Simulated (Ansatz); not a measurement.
Task: a phonon calculation by linear response of MoS2, space group P-3m1, with the Python package of Ansatz (0.2.0). Give the script and its output. Level of theory: PBEsol, PAW, the default cutoff (420 eV here), 12×12×6 k-points, Fermi-Dirac smearing of 0.15 eV.

```
CELL_PARAMETERS angstrom
3.22746 0.00000 0.00000
-1.61373 2.79507 0.00000
0.00000 0.00000 6.31247
ATOMIC_POSITIONS crystal
Mo 0.00000 0.00000 0.50000
S 0.33333 0.66667 0.25532
S 0.66667 0.33333 0.74468
```

The script, `dfpt.py`:
```python
# -*- coding: utf-8 -*-
from pathlib import Path
import warnings

import ansatz as az
import numpy as np

warnings.simplefilter("ignore", az.DeckWarning)

structure = (
    az.Lattice.of((3.227465, 0.0, 0.0), (-1.613732, 2.795066, 0.0), (0.0, 0.0, 6.312473))
    .atom("Mo", (0.0, 0.0, 0.5))
    .atom("S", (1 / 3, 2 / 3, 0.255319))
    .atom("S", (2 / 3, 1 / 3, 0.744681))
)

base = (
    structure.calculation()
    .pseudopotentials("paw")
    .functional(az.Functional.PBESOL)
    .occupations("fermi_dirac", width=0.15)
    .kpoints(12, 12, 6)
    .phonons("dfpt")
)
res = base.run(threads=1, runs_dir="runs")
ph = res.phonons

print("Gamma modes (1/cm):", " ".join(f"{w:.1f}" for w in ph.gamma_omega_inv_cm))
print("in meV:", " ".join(f"{w * 0.1239842:.2f}" for w in ph.gamma_omega_inv_cm))
```

```console
$ python dfpt.py
Gamma modes (1/cm): 0.0 0.0 0.0 204.9 204.9 259.3 259.3 357.5 391.6
in meV: 0.00 0.00 0.00 25.40 25.40 32.15 32.15 44.32 48.55
```

Reading the output:
- The run is spin-unpolarised.
- The cell isn't relaxed first, so the values belong to this volume.
- The smearing is wide enough that free energy and stress hold a thermal part of the electrons.
- The structure comes from a database of computed cells and needn't be a stable or known phase.
- The structure is taken as given; imaginary modes can come from an unrelaxed or unstable start. Phonons of metals also depend on mesh and smearing.
- It ran for 100 s on 1 thread of Arm Neoverse V2 (shared host), peak memory 1 GiB.
